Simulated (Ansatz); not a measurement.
# NiPtF6: the cost of one run

Program: Ansatz 0.2.0. Level of theory: DFT PBEsol+U (U_eff = 8 eV on Ni d, Pt d), plane waves, PAW, no spin–orbit coupling unless a run says so. These are calculated values, not measurements.

5 further runs of the same task are left out: 5 that didn't finish.

### 1 Starting point

It takes space group R-3 (No. 148, trigonal). The conventional cell has a = 4.930 Å, b = 4.930 Å, c = 13.680 Å, α = 90.00°, β = 90.00°, γ = 120.00°. Ni (site symmetry -3) is surrounded by 6 F at 1.96 Å. Pt (site symmetry -3) is surrounded by 6 F at 1.90 Å. Around F (site symmetry 1) lie 1 Pt at 1.90 Å and 1 Ni at 1.96 Å.

As a file:

```
Ni Pt F
1.0
     2.46500    1.42317    4.56000
    -2.46500    1.42317    4.56000
     0.00000   -2.84634    4.56000
Ni Pt F
1 1 6
Direct
  0.50000 0.50000 0.50000
  0.00000 0.00000 0.00000
  0.11800 0.37300 0.75800
  0.37300 0.75800 0.11800
  0.75800 0.11800 0.37300
  0.88200 0.62700 0.24200
  0.62700 0.24200 0.88200
  0.24200 0.88200 0.62700
```

An earlier series on this cell reached its lowest free state from «ferromagnetic start, free, natural orbitals of the symmetric run filled by rank», perhaps among other starts.

### 2 Total moment held at first, then free, 3.00 μB per cell

Contents of input.yaml:

```yaml
crystal:
  lattice:
    - [2.46500126, 1.42316914, 4.56000042]
    - [-2.46500126, 1.42316914, 4.56000042]
    - [0.0, -2.84633828, 4.56000042]
  atoms:
    - { symbol: Ni, position: [0.5, 0.5, 0.5], spin: 1.0 }
    - { symbol: Pt, position: [0.0, 0.0, 0.0], spin: 2.0 }
    - { symbol: F, position: [0.118, 0.373, 0.758] }
    - { symbol: F, position: [0.373, 0.758, 0.118] }
    - { symbol: F, position: [0.758, 0.118, 0.373] }
    - { symbol: F, position: [0.882, 0.627, 0.242] }
    - { symbol: F, position: [0.627, 0.242, 0.882] }
    - { symbol: F, position: [0.242, 0.882, 0.627] }
basis:
  ecutwfc: 420
  ecutrho_ratio: 4
kpoints:
  mp_grid: { grid: [5, 5, 5] }
hamiltonian:
  xc: pbesol
  hubbard:
    sites: [{ site: 0, l: d, u_eff: 8.0 }, { site: 1, l: d, u_eff: 8.0 }]
scf:
  occupations: { method: gaussian, width: 0.05 }
  lower_state_search: "off"
  max_iter: 150
output:
  forces: true
  stress: true
  eigenvalues: true
  populations: true
  hubbard: { sites: [{ site: 0, l: d }, { site: 1, l: d }] }
magnetization:
  spin_polarized: true
  initial_magnetization: 3.0
  spin_locking: { lock_magnetization: soft, n_iters: 6 }
```

The lock is temporary (n_iters 6) and is released on the way.

Command:

```
$ ansatz run input.yaml --threads 4 --pin off --max-ram 6144MiB --backend cpu --events-out ev --progress --plain --runs-dir out
```

**Question.** How long does this run take on 4 threads of Arm Neoverse V1, shared host, and how much memory does it need?

About 9.8 s, with a peak of 0.61 GiB.
